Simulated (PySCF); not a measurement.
**One shape, several levels: C3H6ClGa (SMILES C=C[CH2][GaH][Cl])**

Aim: a comparison of 6 runs (HF/3-21G, HF/def2-SVP, B3LYP/6-31G*, PBE0/def2-SVP, PBE/6-311G**, MP2/3-21G) of C3H6ClGa. 

The calculation is run with PySCF 2.14.0.

1 further run of the same task is left out (set aside as unsound or not needed).

### 1 The structure to begin with

C3H6ClGa: 11 atoms, total charge 0, spin state singlet. As SMILES, `C=C[CH2][GaH][Cl]`. The coordinates come from a PBE0-D4/def2-TZVP relaxation. This is one conformer, not always the lowest.

Bond lengths: C1–C2 1.333 Å, C2–C3 1.489 Å, C3–Ga4 1.971 Å, Ga4–Cl5 2.159 Å, C1–H6 1.086 Å, C1–H7 1.083 Å, C2–H8 1.089 Å, C3–H9 1.090 Å, C3–H10 1.089 Å, Ga4–H11 1.558 Å. Some angles: C1–C2–C3 125.6°, C2–C3–Ga4 99.7°, C3–Ga4–Cl5 114.2°, C1–C2–H8 118.2°, C3–C2–H8 116.1°, C2–C1–H6 121.6°, C2–C1–H7 121.2°, C2–C3–H9 112.7°, C2–C3–H10 112.6°, Ga4–C3–H9 108.3°.

### 2 Energy and forces at HF/3-21G (run 1)

job.py

```python
# C=C[CH2][GaH][Cl]
from pyscf import gto

mol = gto.M(
    atom='''
C     -2.586279     1.273864    -1.471530
C     -1.101332    -0.758158    -1.370807
C      1.682045    -0.732080    -0.958280
Ga     1.765760    -0.587705     2.763347
Cl     2.517304     3.126741     4.274372
H     -1.820184     3.173606    -1.351154
H     -4.611877     1.094907    -1.701131
H     -1.982512    -2.613680    -1.482868
H      2.579098     0.970185    -1.693573
H      2.609901    -2.405999    -1.716249
H      1.072042    -2.649396     4.746992
''',
    spin=0,
    max_memory=1860,
    verbose=4,
    basis='3-21g',
    unit='bohr',
)

myscf = mol.RHF()
myscf.conv_tol = 1e-10
myscf.kernel()
if not myscf.converged:
    myscf = myscf.newton().run(myscf.mo_coeff, myscf.mo_occ)

e_tot = myscf.e_tot
print('E(%s) = %.9f' % ('HF', e_tot))
grad = myscf.nuc_grad_method().kernel()
dip = myscf.dip_moment()
pop, q = myscf.mulliken_pop()
```

Started as:

```
OMP_NUM_THREADS=1 python job.py
```

The log of the run:

```text
PySCF version 2.14.0

[... 67 lines left out ...]
converged SCF energy = -2487.63221596024
[... 12 lines left out ...]
Dipole moment(X, Y, Z, Debye): -0.43553, -3.09837, -1.89501
[... 86 lines left out ...]
charge of   10H =     -0.17776
```

It took 9.9 s on 1 thread of Intel Xeon at 2.50GHz (Skylake/Cascade Lake), shared host; peak memory 0.15 GiB.

### 3 Energy and gradient at HF/def2-SVP (run 2)

input.xyz

```xyz
11
C3H6ClGa
C     -1.368600     0.674100    -0.778700
C     -0.582800    -0.401200    -0.725400
C      0.890100    -0.387400    -0.507100
Ga     0.934400    -0.311000     1.462300
Cl     1.332100     1.654600     2.261900
H     -0.963200     1.679400    -0.715000
H     -2.440500     0.579400    -0.900200
H     -1.049100    -1.383100    -0.784700
H      1.364800     0.513400    -0.896200
H      1.381100    -1.273200    -0.908200
H      0.567300    -1.402000     2.512000
```

job.py

```python
import pyscf.grad
from pyscf import gto

system = gto.Mole()
system.atom = 'input.xyz'
system.verbose = 3
system.spin = 0
system.max_memory = 1860
system.basis = 'def2-svp'
system.build()

mf = system.RHF()
mf.conv_tol = 1e-10
mf.kernel()
if not mf.converged:
    mf = mf.newton().run(mf.mo_coeff, mf.mo_occ)

etot = mf.e_tot
print('E = %.10f Eh' % etot)
grad = mf.Gradients().kernel()
mf.analyze()
```

Started as:

```
OMP_NUM_THREADS=1 python job.py
```

The log of the run:

```text
converged SCF energy = -2499.40073398988
[... 11 lines left out ...]
MO #2   energy= -104.759341941983  occ= 2
[... 14 lines left out ...]
MO #17  energy= -4.50955991447032  occ= 2
[... 14 lines left out ...]
MO #32  energy= -0.477193264743152 occ= 2
[... 14 lines left out ...]
MO #47  energy= 0.300325766497758  occ= 0
[... 14 lines left out ...]
MO #62  energy= 0.804416663741292  occ= 0
[... 14 lines left out ...]
MO #77  energy= 1.12604876339245   occ= 0
[... 14 lines left out ...]
MO #92  energy= 1.90537972875302   occ= 0
[... 14 lines left out ...]
MO #107 energy= 2.47315791736958   occ= 0
[... 14 lines left out ...]
MO #122 energy= 3.66951559594231   occ= 0
[... 12 lines left out ...]
Dipole moment(X, Y, Z, Debye): -0.13424, -2.17095, -1.49176
```

Wall time 51 s (1 thread of Intel Xeon at 2.50GHz (Skylake/Cascade Lake), shared host); peak memory 0.33 GiB.

Runs 3 to 4 aren't shown in full; the table further down has their settings and results.

### 4 Energy and gradient at PBE/6-311G(d,p) (run 5)

input.py

```python
# C=C[CH2][GaH][Cl]
from pyscf import gto, dft

mol = gto.Mole()
mol.atom = '''
C       -1.368600       0.674100      -0.778700
C       -0.582800      -0.401200      -0.725400
C        0.890100      -0.387400      -0.507100
Ga       0.934400      -0.311000       1.462300
Cl       1.332100       1.654600       2.261900
H       -0.963200       1.679400      -0.715000
H       -2.440500       0.579400      -0.900200
H       -1.049100      -1.383100      -0.784700
H        1.364800       0.513400      -0.896200
H        1.381100      -1.273200      -0.908200
H        0.567300      -1.402000       2.512000
'''
mol.verbose = 3
mol.basis = '6-311g**'
mol.max_memory = 1860
mol.build()

mf = dft.RKS(mol, xc='pbe')
mf.conv_tol = 1e-10
mf.grids.level = 5
mf.kernel()
if not mf.converged:
    mf = mf.newton().run(mf.mo_coeff, mf.mo_occ)

e_tot = mf.e_tot
print('E(%s) = %.9f' % ('PBE', e_tot))
grad = mf.nuc_grad_method().kernel()
mf.analyze()
```

Started as:

```
OMP_NUM_THREADS=1 python input.py
```

The log of the run:

```text
converged SCF energy = -2502.36709982986
[... 17 lines left out ...]
MO #8   energy= -9.89301113782193  occ= 2
[... 18 lines left out ...]
MO #27  energy= -0.436130778864203 occ= 2
[... 18 lines left out ...]
MO #46  energy= 0.0995450312865487 occ= 0
[... 18 lines left out ...]
MO #65  energy= 0.465212313197427  occ= 0
[... 18 lines left out ...]
MO #84  energy= 0.888749559833815  occ= 0
[... 18 lines left out ...]
MO #103 energy= 1.6188283431928    occ= 0
[... 18 lines left out ...]
MO #122 energy= 2.22741999695714   occ= 0
[... 18 lines left out ...]
MO #141 energy= 3.61715378205318   occ= 0
[... 18 lines left out ...]
MO #160 energy= 784.758018629546   occ= 0
[... 12 lines left out ...]
Dipole moment(X, Y, Z, Debye): -0.33251, -2.08711, -1.70804
```

It took 3.2 min on 1 thread of Intel Xeon at 2.50GHz (Skylake/Cascade Lake), shared host; peak memory 2 GiB.

### 5 Energy and gradient at MP2/3-21G (run 6)

run.py

```python
# C=C[CH2][GaH][Cl]
from pyscf import gto, scf, mp

mol = gto.Mole()
mol.atom = [
    ('C', (-1.368600, 0.674100, -0.778700)),
    ('C', (-0.582800, -0.401200, -0.725400)),
    ('C', (0.890100, -0.387400, -0.507100)),
    ('Ga', (0.934400, -0.311000, 1.462300)),
    ('Cl', (1.332100, 1.654600, 2.261900)),
    ('H', (-0.963200, 1.679400, -0.715000)),
    ('H', (-2.440500, 0.579400, -0.900200)),
    ('H', (-1.049100, -1.383100, -0.784700)),
    ('H', (1.364800, 0.513400, -0.896200)),
    ('H', (1.381100, -1.273200, -0.908200)),
    ('H', (0.567300, -1.402000, 2.512000)),
]
mol.verbose = 4
mol.basis = '3-21g'
mol.max_memory = 1860
mol.spin = 0
mol.build()

mf = scf.RHF(mol)
mf.conv_tol = 1e-10
mf.kernel()
if not mf.converged:
    mf = mf.newton().run(mf.mo_coeff, mf.mo_occ)

pt = mp.MP2(mf, frozen=17).run()
energy = pt.e_tot
print('E(%s) = %.9f' % ('MP2', energy))
grad = pt.nuc_grad_method().kernel()
dip = mf.dip_moment()
pop, q = mf.mulliken_pop()
```

Started as:

```
OMP_NUM_THREADS=1 python run.py
```

The log of the run:

```text
PySCF version 2.14.0

[... 65 lines left out ...]
converged SCF energy = -2487.6322159651
[... 17 lines left out ...]
Dipole moment(X, Y, Z, Debye): -0.43553, -3.09837, -1.89501
[... 86 lines left out ...]
charge of   10H =     -0.17776
```

Wall time 17 s (1 thread of Intel Xeon at 2.50GHz (Skylake/Cascade Lake), shared host); peak memory 0.46 GiB.

### 6 Overview of the runs

```tsv
run	level	Cartesian functions	integration grid	energy (Eh)	dipole moment (D) of the reference	HOMO energy (eV)	LUMO energy (eV)	wall time
1	HF/3-21G	no	–	-2487.632216	3.66	-9.39	1.50	9.9 s
2	HF/def2-SVP	no	–	-2499.400734	2.64	-9.34	1.72	51 s
3	B3LYP/6-31G* (Cartesian functions)	yes	5	-2502.783003	2.80	-6.67	-1.47	2.1 min
4	PBE0/def2-SVP	no	5	-2501.984624	2.41	-7.01	-1.25	2.3 min
5	PBE/6-311G**	no	5	-2502.367100	2.72	-6.04	-2.20	3.2 min
6	MP2/3-21G	no	–	-2487.979759	3.66	-9.39	1.50	17 s
```

### 7 Results

```
                                           quantity           value
                                run 6: total energy  -2487.97976 Eh
        run 6: dipole moment (Hartree–Fock density)          3.66 D
         run 6: HOMO energy (Hartree–Fock orbitals)        -9.39 eV
         run 6: LUMO energy (Hartree–Fock orbitals)         1.50 eV
       run 6: HOMO–LUMO gap (Hartree–Fock orbitals)        10.88 eV
run 6: correlation energy (17 core orbitals frozen)      -347.5 mEh
                    run 6: largest force on an atom      1.653 eV/Å
```

Over runs 1, 2, 3, 4, 5 the dipole moment (its size) runs from 2.41 D (PBE0/def2-SVP) to 3.66 D (HF/3-21G). The two ends differ in method and basis. Over runs 1, 2, 3, 4, 5 the HOMO–LUMO gap runs from 3.84 eV (PBE/6-311G**) to 11.07 eV (HF/def2-SVP). Totals of different functionals can't be ranked against each other. All runs together took 9 min, the longest 3.2 min.
